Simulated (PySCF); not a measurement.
# C3F8: the cost of one run

The runs use PySCF 2.14.0; levels as typed in each script, gas phase, geometry from GFN2-xTB.

## Step 1: The starting structure

11 atoms, charge 0, spin multiplicity 1.

Bond lengths: F1–C2 1.325 Å, C2–F3 1.326 Å, C2–F4 1.330 Å, C2–C5 1.559 Å, C5–F6 1.344 Å, C5–F7 1.343 Å, C5–C8 1.559 Å, C8–F9 1.330 Å, C8–F10 1.326 Å, C8–F11 1.325 Å. Angles: F1–C2–F3 108.3°, F1–C2–F4 108.1°, F1–C2–C5 110.4°, F3–C2–F4 108.2°, F3–C2–C5 110.9°, F4–C2–C5 110.7°, C2–C5–F6 109.0°, C2–C5–F7 109.0°, C2–C5–C8 113.2°, F6–C5–F7 107.6°, F6–C5–C8 109.0°, F7–C5–C8 109.0°, C5–C8–F9 110.7°, C5–C8–F10 110.9°, C5–C8–F11 110.4°, F9–C8–F10 108.2°, F9–C8–F11 108.1°, F10–C8–F11 108.3°.

As a file:

```mol
C3F8
  3D, bonds by distance, orders not assigned

 11 10  0  0  0  0  0  0  0  0999 V2000
   -2.3700    0.5493   -0.0002 F   0  0
   -1.3009   -0.2334    0.0020 C   0  0
   -1.3544   -1.0102    1.0758 F   0  0
   -1.3542   -1.0102   -1.0760 F   0  0
    0.0000    0.6251   -0.0000 C   0  0
    0.0011    1.4183    1.0844 F   0  0
   -0.0011    1.4183   -1.0844 F   0  0
    1.3009   -0.2334   -0.0020 C   0  0
    1.3543   -1.0102    1.0760 F   0  0
    1.3544   -1.0102   -1.0757 F   0  0
    2.3700    0.5493    0.0002 F   0  0
  1  2  8  0
  2  3  8  0
  2  4  8  0
  2  5  8  0
  5  6  8  0
  5  7  8  0
  5  8  8  0
  8  9  8  0
  8 10  8  0
  8 11  8  0
M  END
```

## Step 2: Density, bond paths and surface potential (PBE0/def2-tzvp)

The input, input.py:

```python
import numpy as np
from pyscf import gto, scf, dft
from pyscf.scf import atom_ks, atom_hf
from scipy.linalg import block_diag

def solve(mol, dm0=None, hcore=None):
    mf = (dft.UKS if mol.spin else dft.RKS)(mol, xc='pbe0')
    mf.grids.level = 3
    mf = mf.density_fit(auxbasis='def2-universal-jkfit')
    mf.conv_tol, mf.max_cycle = 1e-8, 80
    if hcore is not None:
        mf.get_hcore = lambda *args: hcore
    mf.kernel(dm0)
    if not mf.converged:
        mf = mf.newton().run(mf.mo_coeff, mf.mo_occ, max_cycle=30)
    assert mf.converged, 'SCF not converged'
    return mf

mol = gto.M(atom='''
F     -2.37003     0.54929    -0.00020
C     -1.30091    -0.23337     0.00199
F     -1.35444    -1.01016     1.07578
F     -1.35425    -1.01022    -1.07597
C      0.00002     0.62514    -0.00004
F      0.00106     1.41830     1.08436
F     -0.00106     1.41826    -1.08441
C      1.30090    -0.23338    -0.00198
F      1.35426    -1.01015     1.07601
F      1.35442    -1.01020    -1.07575
F      2.37003     0.54928     0.00019
''', basis='def2-tzvp', charge=0, spin=0, verbose=4)
mf = solve(mol)
mf.analyze()
# spherically averaged free atoms, for the promolecule
atm = atom_ks.get_atm_nrks(mol, xc='pbe0')
pro = block_diag(*[(atm[a[0]][2] * atm[a[0]][3]) @ atm[a[0]][2].T for a in mol._atom])
np.savez('result.npz', e=mf.e_tot, c=mf.mo_coeff, occ=mf.mo_occ, eps=mf.mo_energy, pro=pro, dip=mf.dip_moment(verbose=0), s2=mf.spin_square()[0])
```

On the command line:

```sh
> OMP_NUM_THREADS=1 python input.py
```

What time and memory should one allow on 1 thread of AMD EPYC 7R43 (Zen 3), shared host?

About 56 s, with a peak of 1.4 GiB.
